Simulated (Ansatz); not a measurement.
# H₆N₃OV: small, medium and large basis sets

One table from this session's results is given with a row withheld; the runs are named, their logs left out.

Computed with Ansatz 0.2.0, Gaussian basis. Level: one geometry, several basis sets.

The runs, in order: PBE0-D4/def2-SVP; ωB97M-V/def2-SVP; PBE0-D4/def2-QZVPP; ωB97M-V/def2-QZVPP; the functionals' def2-TZVPP values are taken from earlier runs.

**The relaxed structure**

All runs share one geometry, relaxed beforehand with PBE0-D4 in a triple-zeta def2 set.

SMILES `[NH2][V]([NH2])([NH2])=[O]`, 11 atoms, charge 0, spin multiplicity 1.

Atoms are counted from 1 here; the program's logs count them from 0.

Bond lengths: N1–V2 1.840 Å, N1–H6 1.009 Å, N1–H7 1.009 Å, V2–N3 1.840 Å, V2–N4 1.840 Å, V2–O5 1.560 Å, N3–H8 1.009 Å, N3–H9 1.009 Å, N4–H10 1.009 Å, N4–H11 1.009 Å. Angles: V2–N1–H6 123.2°, V2–N1–H7 123.2°, H6–N1–H7 111.1°, N1–V2–N3 109.6°, N1–V2–N4 109.6°, N1–V2–O5 109.3°, N3–V2–N4 109.6°, N3–V2–O5 109.3°, N4–V2–O5 109.3°, V2–N3–H8 123.2°, V2–N3–H9 123.2°, H8–N3–H9 111.1°, V2–N4–H10 123.2°, V2–N4–H11 123.2°, H10–N4–H11 111.1°.

The first run:

Contents of in.yaml:

```yaml
crystal:
  periodic: [false, false, false]
  atoms:
    - {symbol: N, position_ang: [-1.450933, 0.951616, -0.090415]}
    - {symbol: V, position_ang: [0.248095, 0.299317, 0.179318]}
    - {symbol: N, position_ang: [0.179119, -1.156204, 1.302556]}
    - {symbol: N, position_ang: [0.980670, -0.199557, -1.432953]}
    - {symbol: O, position_ang: [1.131397, 1.410142, 0.826603]}
    - {symbol: H, position_ang: [-1.784360, 1.809754, 0.322049]}
    - {symbol: H, position_ang: [-2.035163, 0.669046, -0.863451]}
    - {symbol: H, position_ang: [0.795920, -1.273402, 2.092189]}
    - {symbol: H, position_ang: [-0.628406, -1.756755, 1.380021]}
    - {symbol: H, position_ang: [1.705455, 0.327461, -1.896245]}
    - {symbol: H, position_ang: [0.923608, -1.138417, -1.799072]}
basis:
  gaussian: {orbitals: def2-SVP}
hamiltonian: {xc: pbe0, dispersion: d4}
output: {orbitals: {seedname: orbitals}}
```

Among the steps run: PBE0-D4 in def2-SVP; ωB97M-V in def2-SVP; PBE0-D4 in def2-QZVPP; ωB97M-V in def2-QZVPP.

One of the session's tables, all rows but one given; the rest of the session is left out.

It belongs to the step «Density functionals: the series». 

```
functional       basis  HOMO (eV)
   PBE0-D4    def2-SVP      -6.50
   PBE0-D4  def2-TZVPP      -6.82
   PBE0-D4  def2-QZVPP      -6.87
   ωB97M-V    def2-SVP      -8.73
   ωB97M-V  def2-TZVPP          ?
   ωB97M-V  def2-QZVPP      -9.11
```

**Question.** Estimate the row for ωB97M-V, def2-TZVPP.

The run gave: HOMO (eV): -9.07. In the column «HOMO (eV)» it lies between ωB97M-V, def2-QZVPP (-9.11) and ωB97M-V, def2-SVP (-8.73).
